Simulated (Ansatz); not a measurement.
# Rh (Rhodium): the cost of one run

Method: DFT LDA, frozen-core PAW and all-electron LAPW, scalar-relativistic unless said, in Ansatz 0.2.0.

The COD entry's cell or inner coordinates are ideal or old and differ from later refinements, so a difference from it is no clean test against experiment.

1 further run of the same task is left out (set aside as unsound or not needed). Runs told in other sessions of the task aren't counted.

### Step 1. The system as given

The structure is cubic, space group Fm-3m (No. 225). The conventional cell has a = 3.796 Å, b = 3.796 Å, c = 3.796 Å, α = 90.00°, β = 90.00°, γ = 90.00°. Rh (site symmetry m-3m) is surrounded by 12 Rh at 2.68 Å.

As a file:

```
Rh
1.0
     0.00000    1.89785    1.89785
     1.89785    0.00000    1.89785
     1.89785    1.89785    0.00000
Rh
1
Cartesian
  0.0000 0.0000 0.0000
```

Cartesian axes are those of the input's lattice vectors. The structure goes back to a database entry.

### Step 2. Cell and atoms relaxed, PAW

input.yaml

```yaml
crystal:
  lattice:
    - [0.0, 1.89785, 1.89785]
    - [1.89785, 0.0, 1.89785]
    - [1.89785, 1.89785, 0.0]
  atoms:
    - { symbol: Rh, position: [0.0, 0.0, 0.0] }
kpoints:
  mp_grid: { grid: [24, 24, 24] }
scf:
  occupations: { method: fermi_dirac, width: 0.08 }
hamiltonian:
  xc: lda
  pseudopotentials: { kind: paw }
relax:
  f_tol: 0.002
  max_steps: 80
  cell: {}
output:
  forces: true
  stress: true
```

Started as:

```
$ ansatz run input.yaml --threads 1 --pin off --max-ram 2560MiB --backend cpu --events-out ev --progress --plain --runs-dir out
```

What time and memory should one allow on 1 thread of Arm Neoverse V2, shared host?

About 13 s, with a peak of 0.35 GiB.
